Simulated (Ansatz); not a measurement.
Runs of Ansatz 0.2.0 on ScTaN. Symmetry: P-3m1, No. 164, trigonal system. Conventional cell: a = 3.085 Å, b = 3.085 Å, c = 10.340 Å, α = 90.00°, β = 90.00°, γ = 120.00°. Ta (site symmetry 3m) has 3 N at 2.20 Å as nearest neighbours. Around Sc (site symmetry -3m) lie 6 Sc at 3.09 Å and 6 Ta at 3.10 Å. Sc (site symmetry -3m) is surrounded by 6 N at 2.23 Å. N (site symmetry 3m) has 3 Ta at 2.20 Å and 3 Sc at 2.23 Å as nearest neighbours. The cell comes from a database or a generator and needn't be the stable form of this composition.

```tsv
potentials or basis	cutoff (eV)	gap on the mesh (eV)	pressure (GPa)	relaxed volume (Å³/atom)
Ansatz PAW earlier set	870	none	0.0	13.74
Ansatz PAW	420	none	0.0	13.74
JTH PAW	1350	none	0.0	13.76
PseudoDojo stringent (PBEsol files)	1796	none	0.0	(a)
PseudoDojo standard (PBEsol files)	1143	none	0.0	13.74
```

Alike in all rows: task relaxation of cell and atoms; level PBEsol; no spin polarisation; cell relaxed; k mesh 10 × 10 × 3; smearing fermi-dirac 0.05 eV.

Problem. Fill in the values left out.

Solution. (a) 13.73.

Caveats: the plane-wave basis is chosen anew once the cell has moved, so the energies of steps on either side of that aren't comparable; the PAW data sets come from PBE, with cores solved anew for the run's functional, which leaves a small shift of forces and pressure (some runs).

A k mesh can miss the band edges, and the runs leave out spin-orbit coupling on Ta.

A gap of «none» marks a metal or a gap under the smearing width.

The runs don't all hold the same shells in valence.
